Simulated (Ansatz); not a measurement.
From input file to script: CH₇NOSSi, SMILES OCN[SiH2]S in Ansatz 0.2.0.

```yaml
crystal:
  periodic: [false, false, false]
  atoms:
    - { symbol: O, position_ang: [-0.9597, 0.1351, 2.2294] }
    - { symbol: C, position_ang: [-0.0728, 0.3838, 1.1906] }
    - { symbol: "N", position_ang: [-0.4035, -0.5606, 0.1421] }
    - { symbol: Si, position_ang: [0.5706, -0.6728, -1.3006] }
    - { symbol: S, position_ang: [-0.0793, 0.9452, -2.542] }
    - { symbol: H, position_ang: [-1.8589, 0.1422, 1.7479] }
    - { symbol: H, position_ang: [-0.1336, 1.4252, 0.8526] }
    - { symbol: H, position_ang: [0.9714, 0.2605, 1.6037] }
    - { symbol: H, position_ang: [-0.3568, -1.4634, 0.6354] }
    - { symbol: H, position_ang: [1.9373, -0.6081, -0.9466] }
    - { symbol: H, position_ang: [0.129, -1.9692, -1.9077] }
    - { symbol: H, position_ang: [0.3332, 1.9269, -1.6708] }
basis:
  gaussian: { orbitals: def2-SVP }
hamiltonian:
  xc: hf
output:
  forces: true
```

On the command line:
```console
$ ansatz run input.yaml --threads 1 --pin off --max-ram 4096MiB --backend cpu --events-out ev --progress --plain --runs-dir out
Engine: ansatz 0.2.0, x86_64-unknown-linux-gnu
Functional definition: HF
  exchange = exact_x
  correlation = 0
1105 factors; integrals over basis functions are off by at most 1.5e-3 eV
mean field evaluation 1: about -23327.4548 eV, gradient 3.7e1 eV
mean field evaluation 2: about -23327.4602 eV, gradient 3.7e1 eV
mean field evaluation 4: about -23330.8129 eV, gradient 3.6e0 eV
mean field evaluation 8: about -23330.8602 eV, gradient 2.0e-4 eV
mean field -23330.86019609 eV, -857.3932979813 hartree, gradient 1.3e-5 eV, S^2 0.000000; 0 other end points of the search recorded, 0 dependent functions left out
the calculation of the forces begins
reference -23330.86019609 eV, -857.3932979813 hartree; 29, 29 occupied and 84, 84 virtual orbitals, 1105 factors
Total energy: -23330.86019609 eV, -857.3932979813 hartree
Atom 0 at    -0.959700     0.135100     2.229400 Å, force    -2.858174     0.562232    -1.810227 eV/Å
Atom 1 at    -0.072800     0.383800     1.190600 Å, force     0.605152    -0.324761     0.736789 eV/Å
Atom 2 at    -0.403500    -0.560600     0.142100 Å, force     1.197109    -0.824673     1.031589 eV/Å
Atom 3 at     0.570600    -0.672800    -1.300600 Å, force    -2.422915    -0.349684    -0.077287 eV/Å
Atom 4 at    -0.079300     0.945200    -2.542000 Å, force     0.557280     0.881940     0.211136 eV/Å
Atom 5 at    -1.858900     0.142200     1.747900 Å, force     2.779620    -0.101904     2.017205 eV/Å
Atom 6 at    -0.133600     1.425200     0.852600 Å, force    -0.163836    -0.160522    -0.260160 eV/Å
Atom 7 at     0.971400     0.260500     1.603700 Å, force    -1.039268    -0.013903    -0.331078 eV/Å
Atom 8 at    -0.356800    -1.463400     0.635400 Å, force    -0.406891     0.603450    -0.680460 eV/Å
Atom 9 at     1.937300    -0.608100    -0.946600 Å, force     1.568456     0.018043    -0.007763 eV/Å
Atom 10 at     0.129000    -1.969200    -1.907700 Å, force     0.471872     0.431009    -0.110728 eV/Å
Atom 11 at     0.333200     1.926900    -1.670800 Å, force    -0.288404    -0.721228    -0.719017 eV/Å
Dipole moment:     0.235180    -0.074838     0.003944 e Å
```

`energy_ch7nossi.py`:
```python
"""Electronic structure of the CH7NOSSi molecule."""

import warnings

import ansatz as az
from ase import Atoms
import numpy as np
import pandas as pd


def main() -> None:
    warnings.simplefilter("ignore", az.DeckWarning)

    atoms = Atoms(["O", "C", "N", "Si", "S", "H", "H", "H", "H", "H", "H", "H"], positions=[
        (-0.9597, 0.1351, 2.2294),
        (-0.0728, 0.3838, 1.1906),
        (-0.4035, -0.5606, 0.1421),
        (0.5706, -0.6728, -1.3006),
        (-0.0793, 0.9452, -2.542),
        (-1.8589, 0.1422, 1.7479),
        (-0.1336, 1.4252, 0.8526),
        (0.9714, 0.2605, 1.6037),
        (-0.3568, -1.4634, 0.6354),
        (1.9373, -0.6081, -0.9466),
        (0.129, -1.9692, -1.9077),
        (0.3332, 1.9269, -1.6708),
    ])
    system = az.Crystal.molecule_from_ase(atoms)

    model = system.calculation().basis(gaussian="def2-SVP").functional("HF").forces()
    trace = []
    done = model.session().plan().execute(on_event=trace.append)
    r = done.report
    for event in trace:
        if event["event"] == "mean_field_evaluation" and event["data"]["evaluation"] <= 25:
            print("pass {evaluation:3d}  E = {energy_ev:.6f} eV  gradient {gradient_ev:.1e}".format(**event["data"]))

    print("reference energy %16.6f eV" % r["reference_energy_ev"])
    print("total energy     %16.6f eV" % r["free_energy_ev"])
    print("occupied orbitals outside the frozen core (up, down):", r["n_occupied"], " frozen:", r["n_frozen"], " virtual:", r["n_virtual"])

    field = r["mean_field"]
    print("<S^2> =", round(abs(field["state"]["spin_squared"]), 4), " all-electron relativity setting:", field["relativity"])
    print("passes:", field["passes"])
    if "symmetry" in field:
        print("occupied orbitals by irrep:", field["symmetry"]["occupied"])

    symbols = [site.symbol for site in system.cartesian_sites]
    forces = np.array(r["forces_ev_ang"])
    print("largest force", round(float(np.linalg.norm(forces, axis=1).max()), 4), "eV/A, rms", round(float(np.sqrt((forces ** 2).mean())), 4))

    charges = r["charge_distribution"]
    table = pd.DataFrame({"atom": symbols, "mulliken": charges["mulliken_charges_e"], "lowdin": charges["lowdin_charges_e"]})
    print(table.round(3).to_string())
    print("dipole (e A):", np.round(charges["dipole_moment_e_ang"], 4) + 0.0)


if __name__ == "__main__":
    main()
```

```console
$ python energy_ch7nossi.py
pass   1  E = -23327.454808 eV  gradient 3.7e+01
pass   2  E = -23327.460201 eV  gradient 3.7e+01
pass   3  E = -23330.172962 eV  gradient 1.8e+01
pass   4  E = -23330.812940 eV  gradient 3.6e+00
pass   5  E = -23330.858303 eV  gradient 6.1e-01
pass   6  E = -23330.860283 eV  gradient 1.9e-01
pass   7  E = -23330.859985 eV  gradient 1.9e-01
pass   8  E = -23330.860196 eV  gradient 2.0e-04
pass   9  E = -23330.860196 eV  gradient 2.5e-04
pass  10  E = -23330.860196 eV  gradient 1.2e-05
pass  11  E = -23330.860196 eV  gradient 1.3e-05
reference energy    -23330.860196 eV
total energy        -23330.860196 eV
occupied orbitals outside the frozen core (up, down): [29, 29]  frozen: 0  virtual: [84, 84]
<S^2> = 0.0  all-electron relativity setting: none
passes: {'evaluations': 10, 'products': 18}
occupied orbitals by irrep: [{'A': 29}, {'A': 29}]
largest force 3.436 eV/A, rms 1.0697
   atom  mulliken  lowdin
0     O    -0.471   0.006
1     C     0.439   0.036
2     N    -0.653  -0.095
3    Si     0.826   0.266
4     S    -0.337   0.051
5     H     0.217   0.030
6     H     0.010  -0.044
7     H     0.019  -0.030
8     H     0.152   0.013
9     H    -0.150  -0.118
10    H    -0.130  -0.097
11    H     0.079  -0.018
dipole (e A): [ 0.2352 -0.0748  0.0039]
```

Reading the output:
- Total energies depend on the basis set; only differences at equal settings carry meaning.
- The geometry is a force-field or estimated start, not a minimum of this method, and the basis set is short of its limit.
- The Löwdin charges here are taken after orthogonalising the functions within each atom; they differ from plain Löwdin charges, and their signs can be unphysical.
- Early passes use coarser integrals and grids, so their energies can't be compared with the last.
- Timing: 2.1 s on 1 thread of Intel(R) Xeon(R) 6975P-C (Granite Rapids), on a shared host, peak memory 0.34 GiB.

(Lines on the test bed's own set-up are left out of the output.)
